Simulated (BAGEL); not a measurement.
**SiNHClF2 (SMILES [NH][Si](F)(F)Cl): UHF/6-31G(d) (density fitting with qzvpp-jkfit, spherical functions)**

What is the vertical doublet–quartet gap of SiNHClF2 at UHF/6-31G* (density fitting with qzvpp-jkfit, spherical functions)? 

The results are computed with BAGEL 1.2.2.

2 further runs of the same task are left out: 2 that didn't finish.

### Step 1. The molecule

SiNHClF2 has 6 atoms, charge 0, and is taken as a doublet. SMILES: `[NH][Si](F)(F)Cl`. The shape is that of a PBE0-D4/def2-TZVP optimisation. This is one conformer, not always the lowest.

Bond lengths: N1–Si2 1.722 Å, Si2–F3 1.578 Å, Si2–F4 1.571 Å, Si2–Cl5 2.018 Å, N1–H6 1.021 Å. Angles: N1–Si2–F3 113.2°, N1–Si2–F4 109.0°, N1–Si2–Cl5 108.9°, F3–Si2–F4 106.6°, F3–Si2–Cl5 109.8°, F4–Si2–Cl5 109.2°, Si2–N1–H6 114.3°.

### Step 2. The energy at UHF/6-31G(d) (density fitting with qzvpp-jkfit, spherical functions)

Contents of input.json:

```json
{ "bagel": [

{
  "title": "molecule",
  "basis": "6-31gs.json",
  "df_basis": "qzvpp-jkfit",
  "angstrom": true,
  "geometry": [
    { "atom": "N", "xyz": [       0.109700,       0.566300,       1.248600 ] },
    { "atom": "Si", "xyz": [       0.180200,      -0.228500,      -0.277000 ] },
    { "atom": "F", "xyz": [      -0.800000,      -1.460700,      -0.382700 ] },
    { "atom": "F", "xyz": [       1.631800,      -0.788700,      -0.495900 ] },
    { "atom": "Cl", "xyz": [      -0.242400,       1.107700,      -1.728900 ] },
    { "atom": "H", "xyz": [      -0.837300,       0.739800,       1.589700 ] }
  ]
},

{ "title": "uhf", "nopen": 1 },

{ "title": "print", "file": "orbitals.molden", "orbitals": true }

]}
```

The basis set 6-31G* is read from a file made from the Basis Set Exchange's data (not shown).

Launch:

```
$ BAGEL_NUM_THREADS=1 BAGEL input.json > input.out
```

Standard output:

```text
* using 1 threads per process

  ===============================================================
  ===============================================================

  *** Geometry ***

  { "atom" : "N", "xyz" : [      0.207303,      1.070152,      2.359512 ] },
  { "atom" : "Si", "xyz" : [      0.340529,     -0.431802,     -0.523454 ] },
  { "atom" : "F", "xyz" : [     -1.511781,     -2.760323,     -0.723198 ] },
  { "atom" : "F", "xyz" : [      3.083655,     -1.490427,     -0.937115 ] },
  { "atom" : "Cl", "xyz" : [     -0.458070,      2.093250,     -3.267147 ] },
  { "atom" : "H", "xyz" : [     -1.582268,      1.398019,      3.004098 ] },

  Number of auxiliary basis functions:      505

  Since a DF basis is specified, we compute 2- and 3-index integrals:
    o Being stored without compression. Storage requirement is 0.026 GB

  Number of basis functions:       80
  Number of electrons      :       57

    * METHOD: MOLECULE                             0.23

  *** Open-shell HF ***

  === Nuclear Repulsion ===
   306.7587697514

      * DIIS with orbital gradients will be used.

  === UHF iteration (6-31gs.json) ===
      0      -1002.20110319          0.04388575           0.13
      1      -1002.38572319          0.02595471           0.13
      2      -1002.44079609          0.01507037           0.13
      3      -1002.46726878          0.00099103           0.13
      4      -1002.46782165          0.00047819           0.14
      5      -1002.46802448          0.00027411           0.13
      6      -1002.46815637          0.00020341           0.13
      7      -1002.46823524          0.00016733           0.13
      8      -1002.46831309          0.00013432           0.13
      9      -1002.46839168          0.00008877           0.13
     10      -1002.46842926          0.00004784           0.13
     11      -1002.46843603          0.00002433           0.13
     12      -1002.46843757          0.00000885           0.13
     13      -1002.46843772          0.00000452           0.13
     14      -1002.46843776          0.00000310           0.13
     15      -1002.46843778          0.00000224           0.13
     16      -1002.46843779          0.00000169           0.13
     17      -1002.46843780          0.00000143           0.13
     18      -1002.46843780          0.00000125           0.13
     19      -1002.46843780          0.00000093           0.14
     20      -1002.46843781          0.00000058           0.13
     21      -1002.46843781          0.00000030           0.13
     22      -1002.46843781          0.00000016           0.13
     23      -1002.46843781          0.00000010           0.13
     24      -1002.46843781          0.00000007           0.13
     25      -1002.46843781          0.00000004           0.13
     26      -1002.46843781          0.00000004           0.13
     27      -1002.46843781          0.00000003           0.13
     28      -1002.46843781          0.00000003           0.13
     29      -1002.46843781          0.00000002           0.13
     30      -1002.46843781          0.00000001           0.13
     31      -1002.46843781          0.00000001           0.13
    * SCF iteration converged.

    * S^2 (UHF) is 0.7570

    * Permanent dipole moment:
           (    0.692926,    -0.167322,    -0.385929) a.u.

    * METHOD: UHF                                  4.29

    * METHOD: PRINT                                0.01

  ===============================================================
```

It took 5.1 s on 1 thread of Arm Neoverse V2, shared host; peak memory 0.12 GiB.

### Step 3. The quartet, same level

Contents of input.json:

```json
{ "bagel": [

{
  "title": "molecule",
  "basis": "6-31gs.json",
  "df_basis": "qzvpp-jkfit",
  "angstrom": true,
  "geometry": [
    { "atom": "N", "xyz": [    0.109700,    0.566300,    1.248600 ] },
    { "atom": "Si", "xyz": [    0.180200,   -0.228500,   -0.277000 ] },
    { "atom": "F", "xyz": [   -0.800000,   -1.460700,   -0.382700 ] },
    { "atom": "F", "xyz": [    1.631800,   -0.788700,   -0.495900 ] },
    { "atom": "Cl", "xyz": [   -0.242400,    1.107700,   -1.728900 ] },
    { "atom": "H", "xyz": [   -0.837300,    0.739800,    1.589700 ] }
  ]
},
{
  "title": "uhf",
  "nopen": 3
},
{
  "title": "print",
  "file": "orbitals.molden",
  "orbitals": true
}

]}
```

The basis set 6-31G* is read from a file made from the Basis Set Exchange's data (not shown).

Launch:

```
$ BAGEL_NUM_THREADS=1 BAGEL input.json > input.out
```

Standard output:

```text
* using 1 threads per process

  ===============================================================
  ===============================================================

  *** Geometry ***

  { "atom" : "N", "xyz" : [      0.207303,      1.070152,      2.359512 ] },
  { "atom" : "Si", "xyz" : [      0.340529,     -0.431802,     -0.523454 ] },
  { "atom" : "F", "xyz" : [     -1.511781,     -2.760323,     -0.723198 ] },
  { "atom" : "F", "xyz" : [      3.083655,     -1.490427,     -0.937115 ] },
  { "atom" : "Cl", "xyz" : [     -0.458070,      2.093250,     -3.267147 ] },
  { "atom" : "H", "xyz" : [     -1.582268,      1.398019,      3.004098 ] },

  Number of auxiliary basis functions:      505

  Since a DF basis is specified, we compute 2- and 3-index integrals:
    o Being stored without compression. Storage requirement is 0.026 GB

  Number of basis functions:       80
  Number of electrons      :       57

    * METHOD: MOLECULE                             0.23

  *** Open-shell HF ***

  === Nuclear Repulsion ===
   306.7587697514

      * DIIS with orbital gradients will be used.

  === UHF iteration (6-31gs.json) ===
      0      -1001.88658780          0.04077089           0.13
      1      -1002.06028291          0.02782463           0.13
      2      -1002.13007025          0.01737017           0.13
      3      -1002.17171503          0.00212663           0.13
      4      -1002.18111894          0.00134622           0.14
      5      -1002.18599243          0.00089543           0.13
      6      -1002.18794016          0.00057058           0.13
      7      -1002.18903908          0.00039684           0.13
      8      -1002.18964041          0.00024874           0.13
      9      -1002.18992110          0.00014720           0.13
     10      -1002.19002943          0.00009715           0.13
     11      -1002.19007304          0.00005292           0.13
     12      -1002.19008418          0.00002944           0.13
     13      -1002.19008651          0.00001453           0.13
     14      -1002.19008692          0.00000948           0.13
     15      -1002.19008730          0.00000544           0.13
     16      -1002.19008741          0.00000232           0.13
     17      -1002.19008743          0.00000161           0.13
     18      -1002.19008743          0.00000094           0.13
     19      -1002.19008744          0.00000056           0.13
     20      -1002.19008744          0.00000033           0.13
     21      -1002.19008744          0.00000017           0.13
     22      -1002.19008744          0.00000009           0.13
     23      -1002.19008744          0.00000003           0.13
     24      -1002.19008744          0.00000001           0.13
     25      -1002.19008744          0.00000001           0.13
    * SCF iteration converged.

    * S^2 (UHF) is 3.7600

    * Permanent dipole moment:
           (   -0.715730,    -0.206255,    -0.320524) a.u.

    * METHOD: UHF                                  3.47

    * METHOD: PRINT                                0.01

  ===============================================================
```

Run time: 4.2 s. Hardware: 1 thread of Arm Neoverse V2, shared host; peak memory 0.12 GiB.

### Step 4. Summary of results

Level: UHF/6-31G* (density fitting with qzvpp-jkfit, spherical functions).

```
                                        quantity           value
                           doublet: total energy  -1002.46844 Eh
                          doublet: dipole moment          2.06 D
                                   doublet: ⟨S²⟩           0.757
                           quartet: total energy  -1002.19009 Eh
                          quartet: dipole moment          2.06 D
                                   quartet: ⟨S²⟩           3.760
vertical energy of the quartet above the doublet        7.574 eV
```

In words: At this shape the quartet lies 7.57 eV (731 kJ/mol) above the doublet.
